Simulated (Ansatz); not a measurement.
# One shape, several levels: AlGeH4Cl (SMILES [Cl][AlH][GeH3])

Aim: a comparison of 6 runs (HF/3-21G, HSE06/def2-SVP, PBE0/def2-SVP, RPA@PBE/def2-SVP, RPA@PBE0/def2-SVP, CCSD(T)/def2-SVP) of AlGeH4Cl. 

Program for the calculation: Ansatz 0.2.0.

68 further runs of the same task are left out: 68 set aside as unsound or not needed.

## (1) The structure to begin with

AlGeH4Cl has 7 atoms, charge 0, and is taken as a singlet. SMILES: `[Cl][AlH][GeH3]`. One bond was lengthened or shortened from a relaxed shape.

Bond lengths: Cl1–Al2 2.102 Å, Al2–Ge3 2.838 Å, Al2–H4 1.580 Å, Ge3–H5 1.540 Å, Ge3–H6 1.540 Å, Ge3–H7 1.540 Å. Angles: Cl1–Al2–Ge3 116.8°, Cl1–Al2–H4 116.5°, Ge3–Al2–H4 126.7°, Al2–Ge3–H5 111.0°, Al2–Ge3–H6 111.0°, Al2–Ge3–H7 112.3°, H5–Ge3–H6 107.2°, H5–Ge3–H7 107.6°, H6–Ge3–H7 107.6°.

## (2) A single-point energy at HF/3-21G (run 1)

run.yaml reads:

```yaml
crystal:
  periodic: [false, false, false]
  atoms:
    - {symbol: Cl, position_ang: [-2.638288, -1.868407, -0.091227]}
    - {symbol: Al, position_ang: [-0.564388, -1.655907, 0.180173]}
    - {symbol: Ge, position_ang: [0.501100, 0.959800, -0.093300]}
    - {symbol: H, position_ang: [0.240512, -2.973207, 0.515673]}
    - {symbol: H, position_ang: [0.225700, 1.522500, -1.499900]}
    - {symbol: H, position_ang: [-0.144000, 1.926400, 0.916800]}
    - {symbol: H, position_ang: [2.023700, 0.997300, 0.133100]}
basis:
  gaussian:
    orbitals: 3-21G-spherical.json
hamiltonian:
  xc: hf
accuracy: high
output:
  orbitals: {seedname: orbitals}
```

The basis set 3-21G is read from a file made from the Basis Set Exchange's data (not shown).

On the command line:

```console
$ ansatz run run.yaml --threads 1 --pin off --max-ram 3480MiB --events-out events.jsonl --progress --plain --runs-dir runs
```

What it wrote:

```text
Warning: RAYON_NUM_THREADS=1 ignored (pool sized by the plan → 1); use --threads N
Functional definition: HF
  name "HF"
  exchange = exact_x
  correlation = 0
1074 factors; integrals over basis functions are off by at most 9.9e-9 eV
mean field evaluation 1: about -75254.2085 eV, gradient 1.4e1 eV
mean field evaluation 2: about -75254.2184 eV, gradient 1.4e1 eV
mean field evaluation 4: about -75255.1297 eV, gradient 1.2e0 eV
mean field evaluation 8: about -75255.1400 eV, gradient 3.2e-4 eV
mean field -75255.14003143 eV, -2765.5753863891 hartree, gradient 2.1e-8 eV, S^2 0.000000; 0 other end points of the search recorded, 0 dependent functions left out
reference -75255.14003143 eV, -2765.5753863891 hartree; 33, 33 occupied and 23, 23 virtual orbitals, 1074 factors
Total energy: -75255.14003143 eV, -2765.5753863891 hartree
```

Run time: 0.67 s. Hardware: 1 thread of Intel Xeon 6975P-C (Granite Rapids), shared host; peak memory 0.14 GiB.

## (3) The energy at HSE06/def2-SVP (run 2)

run.yaml: that of step 2 with these lines changed.

```diff
@@ -12,7 +12,6 @@
   gaussian:
-    orbitals: 3-21G-spherical.json
+    orbitals: def2-SVP
+output: {orbitals: {seedname: orbitals}}
+accuracy: high
 hamiltonian:
-  xc: hf
-accuracy: high
-output:
-  orbitals: {seedname: orbitals}
+  xc: hse06
```

On the command line:

```console
$ ansatz run run.yaml --threads 1 --pin off --max-ram 3480MiB --events-out events.jsonl --progress --plain --runs-dir runs
```

What it wrote:

```text
Warning: RAYON_NUM_THREADS=1 ignored (pool sized by the plan → 1); use --threads N
Functional definition: HSE06
  name "HSE06"
  parameter a = 0.25
  parameter omega = 0.11/bohr
  exchange = pbe_x - a*pbe_x_sr(omega) + a*exact_x_sr(omega)
  correlation = pbe_c
1749 factors; integrals over basis functions are off by at most 5.9e-9 eV
105 factors; integrals over basis functions are off by at most 2.0e-9 eV
mean field evaluation 1: about -75675.3502 eV, gradient 1.8e1 eV
mean field evaluation 2: about -75675.5591 eV, gradient 1.5e1 eV
mean field evaluation 4: about -75676.2345 eV, gradient 5.2e-1 eV
mean field evaluation 8: about -75676.3070 eV, gradient 5.5e-2 eV
mean field evaluation 16: about -75676.3070 eV, gradient 2.6e-6 eV
mean field -75676.30699837 eV, -2781.0529869470 hartree, gradient 5.9e-8 eV, S^2 0.000000; 0 other end points of the search recorded, 0 dependent functions left out
reference -75676.30700213 eV, -2781.0529870849 hartree; 33, 33 occupied and 55, 55 virtual orbitals, 1749 factors
Total energy: -75676.30700213 eV, -2781.0529870849 hartree
```

It took 4.8 s on 1 thread of Intel Xeon 6975P-C (Granite Rapids), shared host; peak memory 0.33 GiB.

## (4) A single-point energy at PBE0/def2-SVP (run 3)

molecule.yaml reads:

```yaml
crystal:
  periodic: [false, false, false]
  atoms:
    - {symbol: Cl, position_ang: [-2.638288, -1.868407, -0.091227]}
    - {symbol: Al, position_ang: [-0.564388, -1.655907, 0.180173]}
    - {symbol: Ge, position_ang: [0.501100, 0.959800, -0.093300]}
    - {symbol: H, position_ang: [0.240512, -2.973207, 0.515673]}
    - {symbol: H, position_ang: [0.225700, 1.522500, -1.499900]}
    - {symbol: H, position_ang: [-0.144000, 1.926400, 0.916800]}
    - {symbol: H, position_ang: [2.023700, 0.997300, 0.133100]}
basis:
  gaussian: {orbitals: def2-SVP}
hamiltonian: {xc: {name: PBE0}}
accuracy: high
output: {orbitals: {seedname: orbitals}}
```

On the command line:

```console
$ ansatz run molecule.yaml --threads 1 --pin off --max-ram 3480MiB --events-out events.jsonl --progress --plain --runs-dir runs
```

What it wrote:

```text
Warning: RAYON_NUM_THREADS=1 ignored (pool sized by the plan → 1); use --threads N
Functional definition: PBE0
  name "PBE0"
[... 1 set-up line as earlier in the session ...]
  parameter kappa = 0.804
  parameter beta = 0.06672455060314922
  exchange = (1 - a)*pbe_x(kappa = kappa, mu = beta*pi^2/3) + a*exact_x
  correlation = pbe_c(beta = beta)
1749 factors; integrals over basis functions are off by at most 5.9e-9 eV
mean field evaluation 1: about -75675.8111 eV, gradient 1.8e1 eV
mean field evaluation 2: about -75676.0486 eV, gradient 1.5e1 eV
mean field evaluation 4: about -75676.6026 eV, gradient 3.8e-1 eV
mean field evaluation 8: about -75676.6757 eV, gradient 5.1e-2 eV
mean field evaluation 16: about -75676.6757 eV, gradient 8.4e-6 eV
mean field -75676.67567461 eV, -2781.0665355487 hartree, gradient 1.3e-8 eV, S^2 0.000000; 0 other end points of the search recorded, 0 dependent functions left out
reference -75676.67567742 eV, -2781.0665356522 hartree; 33, 33 occupied and 55, 55 virtual orbitals, 1749 factors
Total energy: -75676.67567742 eV, -2781.0665356522 hartree
```

Run time: 4.5 s. Hardware: 1 thread of Intel Xeon 6975P-C (Granite Rapids), shared host; peak memory 0.31 GiB.

Runs 4 to 5 aren't shown in full; the table further down has their settings and results.

## (5) The energy at CCSD(T)/def2-SVP (run 6)

run.yaml reads:

```yaml
crystal:
  periodic: [false, false, false]
  atoms:
    - symbol: Cl
      position_ang: [-2.638288, -1.868407, -0.091227]
    - symbol: Al
      position_ang: [-0.564388, -1.655907, 0.180173]
    - symbol: Ge
      position_ang: [0.501100, 0.959800, -0.093300]
    - symbol: H
      position_ang: [0.240512, -2.973207, 0.515673]
    - symbol: H
      position_ang: [0.225700, 1.522500, -1.499900]
    - symbol: H
      position_ang: [-0.144000, 1.926400, 0.916800]
    - symbol: H
      position_ang: [2.023700, 0.997300, 0.133100]
basis:
  gaussian: {orbitals: def2-SVP}
correlation: {method: ccsd_t, frozen_orbitals: {Al: 5, Cl: 5, Ge: 9, H: 0}}
scf: {omitted_lower_state_checks: [cluster_reference, increment]}
accuracy: high
```

On the command line:

```console
$ ansatz run run.yaml --threads 1 --pin off --max-ram 3480MiB --events-out events.jsonl --progress --plain --runs-dir runs
```

What it wrote (excerpt; [...] marks lines left out):

```text
Warning: RAYON_NUM_THREADS=1 ignored (pool sized by the plan → 1); use --threads N
[... 2 set-up lines as earlier in the session ...]
[...]
1749 factors; integrals over basis functions are off by at most 5.9e-9 eV
[...]
mean field -75611.77611759 eV, -2778.6815208188 hartree, gradient 7.4e-8 eV, S^2 0.000000; 0 other end points of the search recorded, 0 dependent functions left out
19 core orbitals not correlated: weight in the atoms' cores, before any rotation towards them, 1.000 or more for the frozen orbitals, at most 0.000 for the correlated occupied ones
reference -75611.77611759 eV, -2778.6815208188 hartree; 14, 14 occupied and 55, 55 virtual orbitals, 1749 factors
second order -11.63562152 eV of doubles, -0.00000000 eV of singles
cycle   1  -12.14432747 eV  change   -5.1e-1 eV  update   8.7e-2
[...]
cycle  19  -12.61742177 eV  change   8.1e-11 eV  update   3.1e-9
perturbative correction -0.31398041 eV, -0.0115385672 hartree
Total energy: -75624.70751976 eV, -2779.1567410835 hartree
Checks for a lower state left out: cluster_reference, increment
```

Run time: 11 s. Hardware: 1 thread of Intel Xeon 6975P-C (Granite Rapids), shared host; peak memory 0.42 GiB.

## (6) All runs side by side

| run | level | frozen core orbitals | energy (Eh) | wall time |
| --- | --- | --- | --- | --- |
| 1 | HF/3-21G | – | -2765.575386 | 0.67 s |
| 2 | HSE06/def2-SVP | – | -2781.052987 | 4.8 s |
| 3 | PBE0/def2-SVP | – | -2781.066536 | 4.5 s |
| 4 | RPA@PBE/def2-SVP | 19 | -2779.360513 | 7.5 s |
| 5 | RPA@PBE0/def2-SVP | 19 | -2779.306479 | 8.1 s |
| 6 | CCSD(T)/def2-SVP | 19 | -2779.156741 | 11 s |

## (7) What came out

| quantity | value |
| --- | --- |
| run 6: total energy | -2779.15674 Eh |
| run 6: correlation energy (19 core orbitals frozen) | -475.2 mEh |
| run 6: (T) correction | -11.54 mEh |
| run 6: T1 diagnostic | 0.011 |

**Reading.** Over runs 1, 2, 3 the HOMO–LUMO gap runs from 4.69 eV (HSE06/def2-SVP) to 10.22 eV (HF/3-21G). The two ends differ in method and basis. Totals of different functionals can't be ranked against each other. All runs together took 36 s, the longest 11 s.
